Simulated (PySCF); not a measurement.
**A diatomic session: HoO**

One table from this session's results is given with a row withheld; the runs are named, their logs left out.

Computed with PySCF 2.14.0. Level: Ho x2c-TZVPall, O x2c-TZVPall, spin-free X2C with a Gaussian nucleus.

The first run:

Settings of the job:

```
atoms                         : Ho, O
charge                        : 0
basis                         : Ho x2c-TZVPall, O x2c-TZVPall
Hamiltonian                   : spin-free X2C with a Gaussian nucleus
basis functions               : 135
electrons treated             : 75
masses in u                   : 164.9303, 15.9949
levels                        : PBE0, PBE, r²SCAN, BHandHLYP, r²SCAN0, HSE06, HF, MP2, SCS-MP2
grid                          : 80 radial by 434 angular points
occupations                   : held fixed by the projection of orbital angular momentum
dissociation limit            : Ho + O, each in its ground configuration
starting distance in angstrom : 1.927
values of 2S to try           : 1, 3, 5
```

On the command line:

```bash
$ OMP_NUM_THREADS=4 python dia.py task.json out
```

Steps of the session up to this table: The job; The PBE0 curve of the state that the search chose; Excited determinants; PBE (GGA); r²SCAN (meta-GGA); BHandHLYP; r²SCAN0 (hybrid meta-GGA); HSE06 (range-separated hybrid); UHF.

One of the session's tables, all rows but one given; the rest of the session is left out.

It belongs to the step «The curves together». Energy (eV) from each level's lowest point:

| R (Å) | UHF | UHF-MP2 | UHF-SCS-MP2 | PBE | r²SCAN |
| --- | --- | --- | --- | --- | --- |
| 1.540 | 2.011 | 1.915 | 1.996 | 1.837 | 1.868 |
| 1.612 | 0.947 | 0.886 | 0.939 | 0.883 | 0.866 |
| 1.683 | ? | ? | ? | ? | ? |
| 1.737 | 0.083 | 0.070 | 0.083 | 0.094 | 0.071 |
| 1.791 | 0.000 | 0.000 | 0.000 | 0.000 | 0.000 |
| 1.845 | 0.043 | 0.052 | 0.041 | 0.008 | 0.044 |
| 1.916 | 0.252 | 0.269 | 0.250 | 0.137 | 0.236 |
| 2.006 | 0.688 | 0.734 | 0.724 | 0.424 | 0.620 |
| 2.113 | 1.349 | 1.698 | 1.765 | 0.866 | 1.187 |
| 2.257 | 2.210 | 3.443 | 3.619 | 1.490 | 1.926 |

**Question.** Estimate the row for R (Å) = 1.683.

Worked estimate for «UHF». A straight line through the neighbours (1.612, 0.947) and (1.737, 0.083) gives 0.947 + (0.083 − 0.947) × (1.683 − 1.612) / (1.737 − 1.612) = 0.456; a parabola fitted to 4 rows on both sides gives 0.313.

**Answer.** UHF: 0.323; UHF-MP2: 0.292; UHF-SCS-MP2: 0.321; PBE: 0.319; r²SCAN: 0.288. In «UHF» the line misses by +0.133 and the parabola by -0.010.

Caveats from the session: The state is the lowest single determinant that the PBE0 search found; with open d or f shells the true ground state can be another one. At some levels the lowest empty orbital lies below the highest filled one (the two can be of opposite spin).
